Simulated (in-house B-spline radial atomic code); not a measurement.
# Ag⁶⁺: ionisation energy by several methods

One table from this session's results is given with a row withheld; the runs are named, their logs left out.

Program: in-house B-spline radial atomic code version 1. Level of theory: Dirac-Coulomb, several functionals; spherical all-electron atom at the radial basis limit. These are calculated values, not measurements, unless marked.

## The atom as given

* element: silver (Z = 47)
* charge: +6
* electrons: 41
* configuration: [Kr] 4d5
* nucleus: Fermi, rms radius 4.545 fm

Outer shells as boxes (Hund's rule):

[Kr] 4d5
```
[Kr] core
4d [↑ ][↑ ][↑ ][↑ ][↑ ]
```

The boxes only draw the filling; these runs are spin-restricted and spherical.

The first run:

The run's settings:

```ini
Z = 47
electrons = 41.0
configuration = [Kr] 4d5
hamiltonian = dirac
method = lda,pw
spin_polarised = False
nucleus = fermi
rms_radius = 4.5454
mass_number = 107
atomic_mass = 106.905091509
speed_of_light = 137.035999084
```

Steps of the session up to this table: LDA (PW92); PBEsol; relativistic LDA; PW91; exchange-only LDA; RPBE.

One table of the session follows, with a row left open; its other results are not shown here.

| method | ΔSCF (eV) |
| --- | --- |
| LDA (PW92) | ? |
| relativistic LDA | 105.24 |
| exchange-only LDA | 103.33 |
| PBEsol | 105.01 |
| PW91 | 105.14 |
| RPBE | 105.01 |

Estimate the missing values for LDA (PW92).

As computed: ΔSCF (eV): 105.21. In the column «ΔSCF (eV)» it lies between PW91 (105.14) and relativistic LDA (105.24).
